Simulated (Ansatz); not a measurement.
# AlF3H6N2: the cost of one run

Method: UKS PBE0-D4/STO-3G, in Ansatz 0.2.0.

### Step 1. The system as given

Bond lengths: Al1–F2 2.110 Å, Al1–F3 1.640 Å, Al1–F4 1.639 Å, Al1–N6 2.236 Å, N6–H9 1.011 Å, N6–H10 1.010 Å, N8–H11 1.007 Å, N8–H12 1.008 Å. Angles: F2–Al1–F3 105.8°, F2–Al1–F4 110.3°, F2–Al1–N6 89.9°, F3–Al1–F4 124.6°, F3–Al1–N6 108.7°, F4–Al1–N6 111.9°, Al1–N6–H9 113.4°, Al1–N6–H10 114.6°, H9–N6–H10 108.8°, H11–N8–H12 111.2°.

Structure file:

```xyz
12

Al   -1.3970   -0.7129   -0.9601
F    -0.2266    0.9373   -1.5586
F    -0.8263   -1.9957   -1.8082
F    -2.9774   -0.2872   -0.8683
H     0.6531    0.1108    0.8153
N    -0.4071   -0.6826    1.0447
H     0.7019    1.0921   -0.7993
N     1.5103    0.9720    0.2539
H    -0.9735   -0.2556    1.7652
H    -0.0910   -1.5848    1.3708
H     1.6375    1.8379    0.7515
H     2.3961    0.5688   -0.0070
```

### Step 2. Run 1

150 steps of 0.5 fs at constant energy, with velocities drawn for 300 K.

File input.yaml:

```yaml
crystal:
  periodic: [false, false, false]
  atoms:
    - { symbol: Al, position_ang: [-1.397, -0.7129, -0.9601] }
    - { symbol: F, position_ang: [-0.2266, 0.9373, -1.5586] }
    - { symbol: F, position_ang: [-0.8263, -1.9957, -1.8082] }
    - { symbol: F, position_ang: [-2.9774, -0.2872, -0.8683] }
    - { symbol: H, position_ang: [0.6531, 0.1108, 0.8153] }
    - { symbol: "N", position_ang: [-0.4071, -0.6826, 1.0447] }
    - { symbol: H, position_ang: [0.7019, 1.0921, -0.7993] }
    - { symbol: "N", position_ang: [1.5103, 0.972, 0.2539] }
    - { symbol: H, position_ang: [-0.9735, -0.2556, 1.7652] }
    - { symbol: H, position_ang: [-0.091, -1.5848, 1.3708] }
    - { symbol: H, position_ang: [1.6375, 1.8379, 0.7515] }
    - { symbol: H, position_ang: [2.3961, 0.5688, -0.007] }
magnetization:
  spin_polarized: true
basis:
  gaussian: { orbitals: STO-3G }
hamiltonian:
  xc: pbe0
  dispersion: d4
md:
  timestep: 0.5
  n_steps: 150
  ensemble: nve
  temperature: 300.0
  initial_velocities: maxwell_boltzmann
  seed: 176253
```

Started as:

```bash
$ ansatz run input.yaml --threads 1 --pin off --max-ram 2048MiB --backend cpu --events-out ev --progress --plain --runs-dir out
```

What time and memory should one allow on 1 thread of Arm Neoverse V2, shared host?

About 9.3 min, with a peak of 0.16 GiB.
